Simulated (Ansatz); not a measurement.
# NiMoIrPdW (P3m1) in Ansatz: notebook, part 2 of 3

Ansatz 0.2.0.

## 3. Band structure, r2SCAN, collinear spin, ferromagnetic start

input.yaml

```yaml
crystal:
  lattice:
    - [4.11705, 0.0, 0.0]
    - [-2.05853, 3.56547, 0.0]
    - [0.0, 0.0, 5.4458]
  atoms:
    - { symbol: Ni, position: [0.0, 0.0, 0.95775], spin: 1.0 }
    - { symbol: Mo, position: [0.66667, 0.33333, 0.96161], spin: 1.0 }
    - { symbol: Pd, position: [0.66667, 0.33333, 0.46295] }
    - { symbol: Ir, position: [0.33333, 0.66667, 0.72572], spin: 0.6 }
    - { symbol: W, position: [0.33333, 0.66667, 0.23642] }
hamiltonian:
  xc: r2scan
  pseudopotentials: { kind: paw }
magnetization:
  spin_polarized: true
kpoints:
  mp_grid: { grid: [8, 8, 5] }
  band_path:
    path:
      - [[0.0, 0.0, 0.0], [0.5, 0.0, 0.0], [0.3333333333, 0.3333333333, 0.0], [0.0, 0.0, 0.0], [0.0, 0.0, 0.5], [0.5, 0.0, 0.5], [0.3333333333, 0.3333333333, 0.5], [0.0, 0.0, 0.5]]
      - [[0.5, 0.0, 0.5], [0.5, 0.0, 0.0]]
      - [[0.3333333333, 0.3333333333, 0.0], [0.3333333333, 0.3333333333, 0.5]]
    npoints: 14
scf:
  occupations: { method: fermi_dirac, width: 0.05 }
  n_extra_bands: 12
output:
  forces: true
  stress: true
  eigenvalues: true
  fatbands: false
  write_density: true
  write_potential: true
  elf: true
  volumetric_format: npy
```

Potentials or basis: Ansatz PAW.

The run is started by

```console
$ ansatz run input.yaml --threads 8 --pin off --max-ram 20480MiB --backend cpu --events-out ev --progress --plain --runs-dir out
```

The program printed:

```text
Warning: the atoms were moved onto the symmetric positions of the space group found under crystal.symmetry.tolerance 1.0e-5 (fractional; no operation is sought that the atoms, as they stand in a round, miss by more than twice it, and no atom is moved by as much as it), and the run uses the moved positions. Before a round's move an operation carried an atom to 4.12e-5 Å from where it should land, the largest such distance. Atom 1 (counting from 0) moved farthest, by 2.38e-5 Å; the longest move in fractions of the cell, of whichever atom, is 0.47 of the tolerance, in 1 round. To run the atoms as typed, lower crystal.symmetry.tolerance until the operations that they miss are no longer found, or set crystal.symmetry.detect: false (a key that needs symmetry detection or time reversal refuses this as the deck is read). The positions used, in the order of the run's atom list: position: [0.0, 0.0, 0.95775]; position: [0.6666666666666666, 0.3333333333333333, 0.96161]; position: [0.6666666666666666, 0.3333333333333333, 0.46295]; position: [0.3333333333333333, 0.6666666666666666, 0.72572]; position: [0.3333333333333333, 0.6666666666666666, 0.23642]; The lattice was moved too: crystal.lattice keeps the space group found at crystal.symmetry.tolerance 1.0e-5 only nearly: the operation that it misses by the most changes a squared length by the fraction 2.80e-6. The run uses the lattice that is a stretch of the typed one, with no rotation, onto the one that keeps every operation to a double's rounding (on a very oblique basis the stretch itself rounds by more); the deck's lattice vector that moved farthest moved by 2.89e-6 Å. To run the lattice as typed, set crystal.symmetry.tolerance under 1.34e-6, the least fraction by which an operation that the lattice misses changes a squared length (the same key also sets how far an atom may lie from its image, so lowering it can lose operations that the atoms keep only within it), or set crystal.symmetry.detect: false, as for the atoms. crystal.lattice made exact, in Å and degrees: [[4.117050064288548, 2.8867513460320246e-6, 0.0], [-2.0585275321442738, 3.565468500950565, 0.0], [0.0, 0.0, 5.4458]]. Pasted over the deck's crystal.lattice, beside positions in fractional coordinates, it runs the same cell (given as lengths and angles, that cell in the form's own orientation, a rigid turn of the misfit's size from the one run here, for which a checkpoint.post_process_only pass over this run's state can be refused: where this run relaxes nothing, give such a pass this deck's own crystal.lattice, as typed; behind a relaxation, as crystal.lattice, the state's own cell, identity.cell in its checkpoint.json), and a matrix so pasted ends this notice, except on a very skew basis of the lattice, where the rounding of the pasted numbers themselves can read as a misfit: the cell is then moved again, and that move is told again. The lattice as run is in this notice's lattice.as_run_ang field (Run.prep()["deck_notices"] in Python, the deck_notice line of an events file, deck_notices of ansatz run --dry-run=json, or deck_notices in record.json in the deck's checkpoint.write directory).
Warning: RAYON_NUM_THREADS=8 ignored (pool sized by the plan → 8); use --threads N
scf.n_extra_bands = 12 over 41 filled bands (N_el = 81.0): the run solves 53 bands
Engine: ansatz 0.2.0, x86_64-unknown-linux-gnu
Pseudopotentials: kind: paw
Pseudopotential: Ni, paw, valence charge 18, recommended cutoff 500 eV (meta_gga), Ni.paw.azcp
Pseudopotential: Mo, paw, valence charge 14, recommended cutoff 500 eV (meta_gga), Mo.paw.azcp
Pseudopotential: Pd, paw, valence charge 18, recommended cutoff 500 eV (meta_gga), Pd.paw.azcp
Pseudopotential: Ir, paw, valence charge 17, recommended cutoff 500 eV (meta_gga), Ir.paw.azcp
Pseudopotential: W, paw, valence charge 14, recommended cutoff 500 eV (meta_gga), W.paw.azcp
Functional definition: r2SCAN
  parameter k0 = 0.174
  parameter k1 = 0.065
  parameter a1 = 4.9479
  exchange = r2scan_x(k0 = k0, k1 = k1, a1 = a1)
  correlation = r2scan_c
Crystal: 5 atoms, lattice volume = 79.940 Å³
Basis set: ecut = 500 eV, 2041 PW (Γ), exchange–correlation on 128×128×160 points (64 copies of the dense FFT grid, shifted against one another)
Bands: 53, of which v1, the nominal top of the filled ones, is band 41 counted from 1 (40 counted from 0)
Symmetry: 6 space group operations
Space group: P3m1 (ITA 156), of the structure as read, at distance tolerance 4.3e-5 Å
Magnetic group: BNS 156.49 (UNI 1279), of the structure as read, at distance tolerance 4.3e-5 Å
k-points: 40 of 320 (time reversal used)
Non-local potential: Ni, projectors of the file, l = 0: 3, l = 1: 2, l = 2: 3, l = 3: 1
Non-local potential: Mo, projectors of the file, l = 0: 3, l = 1: 2, l = 2: 2, l = 3: 1
Non-local potential: Pd, projectors of the file, l = 0: 2, l = 1: 2, l = 2: 2, l = 3: 1
Non-local potential: Ir, projectors of the file, l = 0: 3, l = 1: 2, l = 2: 2, l = 3: 1
Non-local potential: W, projectors of the file, l = 0: 3, l = 1: 2, l = 2: 2, l = 3: 1
PAW form: soft (Blöchl's): semilocal exchange-correlation on the pseudo side does not see the compensation charge
PAW frozen core: Ni, regenerated for the run's functional (the file was generated under x = pbe(κ = 0.804, μ = 0.2195149727645171), c = pbe(β = 0.06672455060314922))
PAW frozen core: Mo, regenerated for the run's functional (the file was generated under x = pbe(κ = 0.804, μ = 0.2195149727645171), c = pbe(β = 0.06672455060314922))
[... 51 lines left out ...]
Internal energy: -40143.217398 eV  (E = F + TS)
E sigma→0 (E₀):  -40143.232042 eV
Entropy (-TS):   -0.029289 eV (-5.858 meV/atom)
Fermi energy:    18.692830 eV
--- Per-component energies (eV) ---
  E_band       = -942.005421
  E_kinetic    = 2307.332673
  E_local      = -9384.214611  (includes V_loc(G=0)·N_el)
  E_nonlocal   = 1074.776855
  E_hartree    = 3802.231171
  E_xc         = -919.825328
  E_vxc        = -1196.884518  (∫ρ·V_xc dr)
  E_paw        = -26475.411751  (= ΣΔE_a)
  E_vpaw       = -1424.869671  (= ΣTr[D̂ρ^β])
  E_aug_tail   = 0.000294  (compensation charges beyond the density's cutoff)
  E_vtau       = 77.390147  (kinetic-family band-sum trace: ∫τ·v_τ [+ j·A + Jᵃ·Aᵃ] dr)
  E_ewald      = -10546.228499
  E_core_change = -1.878201  (= ΣΔE_core)
  E_smearing   = -0.029289  (= −TS)
  E_closure    = 0.000000  (closes the sum)
  Σ components = -40143.246686   (vs F -40143.246686, Δ=0.00e0)
--- Forces (eV/Å), atoms counted from 1 ---
  atom   1  Ni    -0.00000000     0.00000000    -0.06536700
  atom   2  Mo     0.00000000     0.00000000     0.06404857
  atom   3  Pd     0.00000000     0.00000000     0.00951955
  atom   4  Ir    -0.00000000    -0.00000000     0.00439753
  atom   5  W     -0.00000000     0.00000000    -0.01258857
  max |Σ_I F_I| component: 1.01e-5 eV/Å
--- Stress (GPa, compression-positive) ---
       -5.062544      -0.000000       0.000000
        0.000000      -5.062544       0.000000
        0.000000       0.000000      -4.510621
  P = ⅓ Tr σ = -4.8786 GPa (-48.786 kbar)
--- Band table (eV; the first three rows and the last of 80) ---
  k-point 0 ↑: bands = ["-88.4941", "-75.4212", "-68.7799", "-57.3589", "-47.5226", "-47.5226", "-47.2051", "-44.2195", "-33.6602", "-33.6571", "-33.6571", "-31.7894", "-31.6437", "-31.6437", "-20.9749", "-20.9069", "-20.9069", "-17.6270", "-17.6270", "-17.5344", "10.0719", "12.9130", "13.3272", "13.3272", "13.4878", "13.4878", "14.6858", "15.0738", "15.1044", "15.1044", "15.8257", "15.8257", "16.1014", "16.3781", "16.3781", "16.8872", "16.8872", "17.6185", "17.8643", "17.8643", "19.5650", "19.5650", "20.6093", "20.6093", "21.8369", "21.8369", "22.8592", "24.1454", "27.4906", "27.5313", "27.5313", "28.8342", "29.7528"]
  k-point 1 ↑: bands = ["-88.4941", "-75.4212", "-68.7799", "-57.3589", "-47.5226", "-47.5226", "-47.2051", "-44.2197", "-33.6593", "-33.6570", "-33.6570", "-31.7874", "-31.6437", "-31.6437", "-20.9815", "-20.9070", "-20.9070", "-17.6270", "-17.6270", "-17.5385", "10.3576", "13.2054", "13.4216", "13.4216", "13.6856", "13.6856", "13.9144", "14.8933", "14.8933", "15.2215", "15.5067", "15.5067", "16.3537", "16.4805", "16.4805", "17.0090", "17.0090", "17.7104", "17.9284", "17.9284", "19.2218", "19.2218", "20.8473", "20.8473", "21.6290", "21.7343", "21.7343", "24.5653", "27.6186", "27.8900", "27.8900", "28.4238", "29.8492"]
  k-point 2 ↑: bands = ["-88.4941", "-75.4212", "-68.7799", "-57.3590", "-47.5226", "-47.5226", "-47.2051", "-44.2199", "-33.6579", "-33.6570", "-33.6570", "-31.7842", "-31.6437", "-31.6437", "-20.9922", "-20.9073", "-20.9073", "-17.6269", "-17.6269", "-17.5452", "11.0561", "12.7680", "13.7177", "13.7177", "13.9848", "14.0798", "14.0798", "14.5215", "14.5215", "14.9333", "14.9361", "14.9361", "16.5308", "16.5308", "16.8572", "17.1383", "17.1383", "17.7629", "18.1988", "18.1988", "18.7025", "18.7025", "20.0330", "21.0837", "21.0837", "21.5714", "21.5714", "25.0485", "27.5757", "28.2864", "28.6605", "28.6605", "29.7447"]
  k-point 39 ↓: bands = ["-88.4940", "-75.4211", "-68.7798", "-57.3588", "-47.5295", "-47.5229", "-47.2052", "-44.2106", "-33.6602", "-33.6601", "-33.6583", "-31.7839", "-31.6457", "-31.6438", "-20.9972", "-20.9226", "-20.9175", "-17.6353", "-17.6260", "-17.5317", "13.0693", "13.5815", "13.7337", "14.1731", "14.4232", "14.5543", "14.6813", "14.8071", "14.9354", "15.0821", "15.3568", "15.8740", "16.1811", "16.3093", "16.5176", "16.7186", "16.7885", "17.1173", "17.5434", "17.9327", "18.2016", "18.6221", "19.3740", "19.8678", "20.6295", "21.0025", "21.4658", "21.6847", "22.5726", "23.1147", "24.9219", "30.0235", "30.4836"]
```

It took 13 s on 8 threads of AMD EPYC 9R45 (Zen 5), shared host; peak memory 1.3 GiB.

Results:

```yaml
Free_energy: -40143.2467 eV
Pressure: -4.9 GPa
Largest_force: 0.065 eV/Å
Band_gap_on_the_k_mesh: none (metal or under the smearing width)
Net_moment: 0.00 μB per cell
Absolute_moment: 0.00 μB per cell
```

Forces on the atoms (eV/Å):
```
Ni   0.000  0.000 -0.065
Mo   0.000  0.000  0.064
Pd   0.000  0.000  0.010
Ir   0.000  0.000  0.004
W    0.000  0.000 -0.013
```

Levels at the corners of the path, in eV from the Fermi level:
Spin up:
| point | band 38 | band 39 | band 40 | band 41 | band 42 | band 43 |
| --- | --- | --- | --- | --- | --- | --- |
| Γ | -1.07 | -0.83 | -0.83 | 0.87 | 0.87 | 1.92 |
| M | -1.11 | -0.56 | -0.34 | 1.02 | 1.26 | 1.35 |
| K | -1.56 | -1.35 | 0.28 | 0.38 | 0.47 | 1.14 |
| Γ | -1.07 | -0.83 | -0.83 | 0.87 | 0.87 | 1.92 |
| A | -0.91 | -0.36 | -0.36 | -0.15 | -0.15 | 1.04 |
| L | -1.70 | -0.99 | -0.95 | -0.33 | 0.00 | 0.40 |
| H | -1.81 | -1.15 | -1.01 | -0.55 | -0.29 | 0.72 |
| A | -0.91 | -0.36 | -0.36 | -0.15 | -0.15 | 1.04 |
| L | -1.70 | -0.99 | -0.95 | -0.33 | 0.00 | 0.40 |
| M | -1.11 | -0.56 | -0.34 | 1.02 | 1.26 | 1.35 |
| K | -1.56 | -1.35 | 0.28 | 0.38 | 0.47 | 1.14 |
| H | -1.81 | -1.15 | -1.01 | -0.55 | -0.29 | 0.72 |
Spin down:
```tsv
point	band 37	band 38	band 39	band 40	band 41	band 42	band 43	band 44
Γ	-1.81	-1.07	-0.83	-0.83	0.87	0.87	1.92	1.92
M	-1.51	-1.11	-0.56	-0.34	1.02	1.26	1.35	1.70
K	-1.63	-1.56	-1.35	0.28	0.38	0.47	1.14	1.46
Γ	-1.81	-1.07	-0.83	-0.83	0.87	0.87	1.92	1.92
A	-1.54	-0.91	-0.36	-0.36	-0.15	-0.15	1.04	2.42
L	-1.79	-1.70	-0.99	-0.95	-0.33	0.00	0.40	1.21
H	-2.04	-1.81	-1.15	-1.01	-0.55	-0.29	0.72	1.26
A	-1.54	-0.91	-0.36	-0.36	-0.15	-0.15	1.04	2.42
L	-1.79	-1.70	-0.99	-0.95	-0.33	0.00	0.40	1.21
M	-1.51	-1.11	-0.56	-0.34	1.02	1.26	1.35	1.70
K	-1.63	-1.56	-1.35	0.28	0.38	0.47	1.14	1.46
H	-2.04	-1.81	-1.15	-1.01	-0.55	-0.29	0.72	1.26
```

Caveat: the magnetic or orbital state may not be the lowest; spin-orbit coupling is left out, which moves the levels of the heavy elements; the PAW data sets come from PBE, with cores solved anew for the run's functional, which leaves a small shift of forces and pressure; the starting moments weren't kept.

## 4. Band structure, PBE, collinear spin, ferromagnetic start

input.yaml: that of step 3 with these lines changed.

```diff
@@ -12,3 +12,3 @@
 hamiltonian:
-  xc: r2scan
+  xc: pbe
   pseudopotentials: { kind: paw }
@@ -31,6 +31,2 @@
   eigenvalues: true
-  fatbands: false
-  write_density: true
-  write_potential: true
-  elf: true
-  volumetric_format: npy
+  fatbands: true
```

The run is started by

```console
$ ansatz run input.yaml --threads 8 --pin off --max-ram 20480MiB --backend cpu --events-out ev --progress --plain --runs-dir out
```

It took 6.6 s on 8 threads of AMD EPYC 9R45 (Zen 5), shared host; peak memory 1 GiB.

It converged, with:

```
Free energy            : -40087.5220 eV
Pressure               : 0.0 GPa
Largest force          : 0.043 eV/Å
Band gap on the k mesh : none (metal or under the smearing width)
Net moment             : 0.00 μB per cell
Absolute moment        : 0.00 μB per cell
```

Forces on the atoms (eV/Å):
```
Ni   0.000  0.000 -0.012
Mo   0.000  0.000  0.043
Pd   0.000  0.000  0.007
Ir   0.000  0.000 -0.005
W    0.000  0.000 -0.033
```

Levels at the corners of the path, in eV from the Fermi level:
Spin up:
| point | band 38 | band 39 | band 40 | band 41 | band 42 | band 43 |
| --- | --- | --- | --- | --- | --- | --- |
| Γ | -0.98 | -0.77 | -0.77 | 0.82 | 0.82 | 1.81 |
| M | -1.05 | -0.52 | -0.27 | 0.96 | 1.18 | 1.28 |
| K | -1.45 | -1.28 | 0.28 | 0.33 | 0.45 | 1.09 |
| Γ | -0.98 | -0.77 | -0.77 | 0.82 | 0.82 | 1.81 |
| A | -0.84 | -0.32 | -0.32 | -0.16 | -0.16 | 0.93 |
| L | -1.64 | -0.92 | -0.89 | -0.34 | 0.02 | 0.37 |
| H | -1.73 | -1.09 | -0.93 | -0.55 | -0.27 | 0.70 |
| A | -0.84 | -0.32 | -0.32 | -0.16 | -0.16 | 0.93 |
| L | -1.64 | -0.92 | -0.89 | -0.34 | 0.02 | 0.37 |
| M | -1.05 | -0.52 | -0.27 | 0.96 | 1.18 | 1.28 |
| K | -1.45 | -1.28 | 0.28 | 0.33 | 0.45 | 1.09 |
| H | -1.73 | -1.09 | -0.93 | -0.55 | -0.27 | 0.70 |
Spin down:
```
point  band 38  band 39  band 40  band 41  band 42  band 43
    Γ    -0.98    -0.77    -0.77     0.82     0.82     1.81
    M    -1.05    -0.52    -0.27     0.96     1.18     1.28
    K    -1.45    -1.28     0.28     0.33     0.45     1.09
    Γ    -0.98    -0.77    -0.77     0.82     0.82     1.81
    A    -0.84    -0.32    -0.32    -0.16    -0.16     0.93
    L    -1.64    -0.92    -0.89    -0.34     0.02     0.37
    H    -1.73    -1.09    -0.93    -0.55    -0.27     0.70
    A    -0.84    -0.32    -0.32    -0.16    -0.16     0.93
    L    -1.64    -0.92    -0.89    -0.34     0.02     0.37
    M    -1.05    -0.52    -0.27     0.96     1.18     1.28
    K    -1.45    -1.28     0.28     0.33     0.45     1.09
    H    -1.73    -1.09    -0.93    -0.55    -0.27     0.70
```

Caveat: spin-orbit coupling is left out, which moves the levels of the heavy elements; the starting moments weren't kept.

## 5. Projected density of states, PBE, collinear spin, ferromagnetic start

input.yaml: that of step 4 with these lines changed.

```diff
@@ -18,8 +18,2 @@
   mp_grid: { grid: [8, 8, 5] }
-  band_path:
-    path:
-      - [[0.0, 0.0, 0.0], [0.5, 0.0, 0.0], [0.3333333333, 0.3333333333, 0.0], [0.0, 0.0, 0.0], [0.0, 0.0, 0.5], [0.5, 0.0, 0.5], [0.3333333333, 0.3333333333, 0.5], [0.0, 0.0, 0.5]]
-      - [[0.5, 0.0, 0.5], [0.5, 0.0, 0.0]]
-      - [[0.3333333333, 0.3333333333, 0.0], [0.3333333333, 0.3333333333, 0.5]]
-    npoints: 14
 scf:
@@ -31,2 +25,2 @@
   eigenvalues: true
-  fatbands: true
+  dos: { projected: true, de: 0.05, nscf_kmesh: { grid: [12, 12, 8] } }
```

The run is started by

```console
$ ansatz run input.yaml --threads 8 --pin off --max-ram 20480MiB --backend cpu --events-out ev --progress --plain --runs-dir out
```

Run time: 6.4 s. Hardware: 8 threads of AMD EPYC 9R45 (Zen 5), shared host; peak memory 1 GiB.

Results (log left out):

| Quantity | Value |
| --- | --- |
| Free energy | -40087.5220 eV |
| Pressure | 0.0 GPa |
| Largest force | 0.043 eV/Å |
| Band gap on the k mesh | none (metal or under the smearing width) |
| Net moment | 0.00 μB per cell |
| Absolute moment | 0.00 μB per cell |
| Density of states at the Fermi level | 3.69 states/eV per cell |

Forces on the atoms (eV/Å):
```
Ni   0.000  0.000 -0.012
Mo   0.000  0.000  0.043
Pd   0.000  0.000  0.007
Ir   0.000  0.000 -0.005
W    0.000  0.000 -0.033
```

Levels at points of the mesh, in eV from the Fermi level:
Spin up:
```csv
k point,band 37,band 38,band 39,band 40,band 41,band 42,band 43,band 44
"(0.00, 0.00, 0.00)",-1.71,-0.98,-0.77,-0.77,0.82,0.82,1.81,1.81
"(0.00, -0.50, 0.00)",-1.44,-1.05,-0.52,-0.27,0.96,1.18,1.28,1.61
```
Spin down:
| k point | band 37 | band 38 | band 39 | band 40 | band 41 | band 42 | band 43 | band 44 |
| --- | --- | --- | --- | --- | --- | --- | --- | --- |
| (0.00, 0.00, 0.00) | -1.71 | -0.98 | -0.77 | -0.77 | 0.82 | 0.82 | 1.81 | 1.81 |
| (0.00, -0.50, 0.00) | -1.44 | -1.05 | -0.52 | -0.27 | 0.96 | 1.18 | 1.28 | 1.61 |

States per cell in windows of 0.5 eV (zero at the Fermi level; states under -8 eV left out):
```csv
from (eV),up,down,Pd 4d up,Pd 4d down,Ni 3d up,Ni 3d down,Ir 5d down,Ir 5d up
-8.0,0.08,0.08,0.00,0.00,0.00,0.00,0.00,0.00
-7.5,0.14,0.14,0.00,0.00,0.00,0.00,0.00,0.00
-7.0,0.22,0.22,0.01,0.01,0.01,0.01,0.01,0.01
-6.5,0.31,0.31,0.03,0.03,0.02,0.02,0.02,0.02
-6.0,0.55,0.55,0.06,0.06,0.04,0.04,0.10,0.10
-5.5,1.67,1.67,0.41,0.41,0.11,0.11,0.37,0.37
-5.0,1.89,1.89,0.61,0.61,0.16,0.16,0.51,0.51
-4.5,1.96,1.96,0.81,0.81,0.19,0.19,0.42,0.42
-4.0,1.97,1.97,0.80,0.80,0.35,0.35,0.27,0.27
-3.5,1.93,1.93,0.58,0.58,0.39,0.39,0.39,0.39
-3.0,1.69,1.69,0.34,0.34,0.61,0.61,0.31,0.31
-2.5,2.07,2.07,0.27,0.27,0.86,0.86,0.39,0.39
-2.0,2.32,2.32,0.24,0.24,0.93,0.93,0.49,0.49
-1.5,1.55,1.55,0.14,0.14,0.37,0.37,0.38,0.38
-1.0,1.35,1.35,0.14,0.14,0.24,0.24,0.21,0.21
-0.5,0.87,0.87,0.09,0.09,0.12,0.12,0.11,0.11
0.0,1.23,1.23,0.12,0.12,0.17,0.17,0.20,0.20
0.5,0.82,0.82,0.06,0.06,0.08,0.08,0.11,0.11
1.0,0.91,0.91,0.05,0.05,0.08,0.08,0.12,0.12
1.5,1.08,1.08,0.05,0.05,0.08,0.08,0.13,0.13
2.0,1.77,1.77,0.08,0.08,0.08,0.08,0.18,0.18
2.5,0.80,0.80,0.03,0.03,0.02,0.02,0.08,0.08
3.0,0.43,0.43,0.02,0.02,0.01,0.01,0.03,0.03
3.5,0.44,0.44,0.01,0.01,0.01,0.01,0.02,0.02
4.0,0.47,0.47,0.01,0.01,0.01,0.01,0.02,0.02
4.5,0.38,0.38,0.00,0.00,0.01,0.01,0.02,0.02
5.0,0.31,0.31,0.00,0.00,0.00,0.00,0.02,0.02
5.5,0.26,0.26,0.00,0.00,0.00,0.00,0.01,0.01
6.0,0.24,0.24,0.00,0.00,0.00,0.00,0.00,0.00
6.5,0.19,0.19,0.00,0.00,0.00,0.00,0.00,0.00
7.0,0.22,0.22,0.00,0.00,0.00,0.00,0.00,0.00
7.5,0.40,0.40,0.00,0.00,0.00,0.00,0.01,0.01
```

Caveat: the starting moments weren't kept.

[end of part 2 of 3]
